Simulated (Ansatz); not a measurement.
# Al23GeN24: the cost of one run

Computed with Ansatz 0.2.0 (DFT, PBE, plane-wave PAW, default files, scalar-relativistic, as far as a step names no other, unless a step's input says otherwise).

The COD entry's cell or inner coordinates are ideal or old and differ from later refinements, so a difference from it is no clean test against experiment.

1 further run of the same task is left out (it didn't finish).

## 1. The system as given

The structure is triclinic, space group P1 (No. 1). Conventional cell: a = 6.226 Å, b = 8.236 Å, c = 9.962 Å, α = 90.00°, β = 90.00°, γ = 100.89°. Ge (site symmetry 1) is surrounded by 4 N at 1.89 Å. Around Al (site symmetry 1) lie 4 N at 1.89 Å. Only part of the 48 independent sites is listed.

Structure file:

```cif
data_structure
_symmetry_space_group_name_H-M 'P1'
_symmetry_Int_Tables_number 1
_cell_length_a 6.2260
_cell_length_b 8.2362
_cell_length_c 9.9620
_cell_angle_alpha 90.000
_cell_angle_beta 90.000
_cell_angle_gamma 100.893
_cell_volume 501.63
loop_
_atom_site_label
_atom_site_type_symbol
_atom_site_symmetry_multiplicity
_atom_site_Wyckoff_symbol
_atom_site_fract_x
_atom_site_fract_y
_atom_site_fract_z
_atom_site_occupancy
Ge1 Ge 1 a 0.77778 0.11111 0.00000 1
Al1 Al 1 a 0.77778 0.11111 0.50000 1
Al2 Al 1 a 0.27778 0.11111 0.00000 1
Al3 Al 1 a 0.27778 0.11111 0.50000 1
Al4 Al 1 a 0.11111 0.44444 0.00000 1
Al5 Al 1 a 0.11111 0.44444 0.50000 1
Al6 Al 1 a 0.61111 0.44444 0.00000 1
Al7 Al 1 a 0.61111 0.44444 0.50000 1
Al8 Al 1 a 0.44444 0.77778 0.00000 1
Al9 Al 1 a 0.44444 0.77778 0.50000 1
Al10 Al 1 a 0.94444 0.77778 0.00000 1
Al11 Al 1 a 0.94444 0.77778 0.50000 1
Al12 Al 1 a 0.05556 0.22222 0.25000 1
Al13 Al 1 a 0.05556 0.22222 0.75000 1
Al14 Al 1 a 0.55556 0.22222 0.25000 1
Al15 Al 1 a 0.55556 0.22222 0.75000 1
Al16 Al 1 a 0.38889 0.55556 0.25000 1
Al17 Al 1 a 0.38889 0.55556 0.75000 1
Al18 Al 1 a 0.88889 0.55556 0.25000 1
Al19 Al 1 a 0.88889 0.55556 0.75000 1
Al20 Al 1 a 0.72222 0.88889 0.25000 1
Al21 Al 1 a 0.72222 0.88889 0.75000 1
Al22 Al 1 a 0.22222 0.88889 0.25000 1
Al23 Al 1 a 0.22222 0.88889 0.75000 1
N1 N 1 a 0.77778 0.11111 0.19000 1
N2 N 1 a 0.77778 0.11111 0.69000 1
N3 N 1 a 0.27778 0.11111 0.19000 1
N4 N 1 a 0.27778 0.11111 0.69000 1
N5 N 1 a 0.11111 0.44444 0.19000 1
N6 N 1 a 0.11111 0.44444 0.69000 1
N7 N 1 a 0.61111 0.44444 0.19000 1
N8 N 1 a 0.61111 0.44444 0.69000 1
N9 N 1 a 0.44444 0.77778 0.19000 1
N10 N 1 a 0.44444 0.77778 0.69000 1
N11 N 1 a 0.94444 0.77778 0.19000 1
N12 N 1 a 0.94444 0.77778 0.69000 1
N13 N 1 a 0.05556 0.22222 0.44000 1
N14 N 1 a 0.05556 0.22222 0.94000 1
N15 N 1 a 0.55556 0.22222 0.44000 1
N16 N 1 a 0.55556 0.22222 0.94000 1
N17 N 1 a 0.38889 0.55556 0.44000 1
N18 N 1 a 0.38889 0.55556 0.94000 1
N19 N 1 a 0.88889 0.55556 0.44000 1
N20 N 1 a 0.88889 0.55556 0.94000 1
N21 N 1 a 0.72222 0.88889 0.44000 1
N22 N 1 a 0.72222 0.88889 0.94000 1
N23 N 1 a 0.22222 0.88889 0.44000 1
N24 N 1 a 0.22222 0.88889 0.94000 1
```

Atom 1 of the input is the impurity.

## 2. First run, atoms as given

Input file input.yaml:

```yaml
crystal:
  lattice:
    - [9.339, 0.0, 0.0]
    - [-3.113, 5.391874164, 0.0]
    - [0.0, 0.0, 9.962]
  atoms:
    - { symbol: Ge, position: [0.1111111111, 0.3333333334, 0.0], spin: 1.0 }
    - { symbol: Al, position: [0.1111111111, 0.3333333334, 0.5] }
    - { symbol: Al, position: [0.1111111111, 0.8333333334, 0.0] }
    - { symbol: Al, position: [0.1111111111, 0.8333333334, 0.5] }
    - { symbol: Al, position: [0.4444444444, 0.3333333334, 0.0] }
    - { symbol: Al, position: [0.4444444444, 0.3333333334, 0.5] }
    - { symbol: Al, position: [0.4444444444, 0.8333333334, 0.0] }
    - { symbol: Al, position: [0.4444444444, 0.8333333334, 0.5] }
    - { symbol: Al, position: [0.7777777778, 0.3333333334, 0.0] }
    - { symbol: Al, position: [0.7777777778, 0.3333333334, 0.5] }
    - { symbol: Al, position: [0.7777777778, 0.8333333334, 0.0] }
    - { symbol: Al, position: [0.7777777778, 0.8333333334, 0.5] }
    - { symbol: Al, position: [0.2222222222, 0.1666666666, 0.25] }
    - { symbol: Al, position: [0.2222222222, 0.1666666666, 0.75] }
    - { symbol: Al, position: [0.2222222222, 0.6666666666, 0.25] }
    - { symbol: Al, position: [0.2222222222, 0.6666666666, 0.75] }
    - { symbol: Al, position: [0.5555555556, 0.1666666666, 0.25] }
    - { symbol: Al, position: [0.5555555556, 0.1666666666, 0.75] }
    - { symbol: Al, position: [0.5555555556, 0.6666666666, 0.25] }
    - { symbol: Al, position: [0.5555555556, 0.6666666666, 0.75] }
    - { symbol: Al, position: [0.8888888889, 0.1666666666, 0.25] }
    - { symbol: Al, position: [0.8888888889, 0.1666666666, 0.75] }
    - { symbol: Al, position: [0.8888888889, 0.6666666666, 0.25] }
    - { symbol: Al, position: [0.8888888889, 0.6666666666, 0.75] }
    - { symbol: "N", position: [0.1111111111, 0.3333333334, 0.19] }
    - { symbol: "N", position: [0.1111111111, 0.3333333334, 0.69] }
    - { symbol: "N", position: [0.1111111111, 0.8333333334, 0.19] }
    - { symbol: "N", position: [0.1111111111, 0.8333333334, 0.69] }
    - { symbol: "N", position: [0.4444444444, 0.3333333334, 0.19] }
    - { symbol: "N", position: [0.4444444444, 0.3333333334, 0.69] }
    - { symbol: "N", position: [0.4444444444, 0.8333333334, 0.19] }
    - { symbol: "N", position: [0.4444444444, 0.8333333334, 0.69] }
    - { symbol: "N", position: [0.7777777778, 0.3333333334, 0.19] }
    - { symbol: "N", position: [0.7777777778, 0.3333333334, 0.69] }
    - { symbol: "N", position: [0.7777777778, 0.8333333334, 0.19] }
    - { symbol: "N", position: [0.7777777778, 0.8333333334, 0.69] }
    - { symbol: "N", position: [0.2222222222, 0.1666666666, 0.44] }
    - { symbol: "N", position: [0.2222222222, 0.1666666666, 0.94] }
    - { symbol: "N", position: [0.2222222222, 0.6666666666, 0.44] }
    - { symbol: "N", position: [0.2222222222, 0.6666666666, 0.94] }
    - { symbol: "N", position: [0.5555555556, 0.1666666666, 0.44] }
    - { symbol: "N", position: [0.5555555556, 0.1666666666, 0.94] }
    - { symbol: "N", position: [0.5555555556, 0.6666666666, 0.44] }
    - { symbol: "N", position: [0.5555555556, 0.6666666666, 0.94] }
    - { symbol: "N", position: [0.8888888889, 0.1666666666, 0.44] }
    - { symbol: "N", position: [0.8888888889, 0.1666666666, 0.94] }
    - { symbol: "N", position: [0.8888888889, 0.6666666666, 0.44] }
    - { symbol: "N", position: [0.8888888889, 0.6666666666, 0.94] }
magnetization:
  spin_polarized: true
kpoints:
  mp_grid: { grid: [3, 4, 2] }
scf:
  occupations: { method: fermi_dirac, width: 0.01 }
hamiltonian:
  xc: pbe
  pseudopotentials: { kind: paw }
output:
  forces: true
  stress: true
  populations: true
  efg:
    quadrupole_moments_barn: { Ge: -0.196, Al: 0.1466, "N": 0.02044 }
    contact_densities: true
  write_density: true
  write_potential: true
  elf: true
  volumetric_format: npy
```

Command:

```
> ansatz run input.yaml --threads 4 --pin off --max-ram 8192MiB --backend cpu --events-out ev --progress --plain --runs-dir out
```

**Question.** How long does this run take on 4 threads of Arm Neoverse V2, shared host, and how much memory does it need?

About 1.8 min, with a peak of 2.7 GiB.
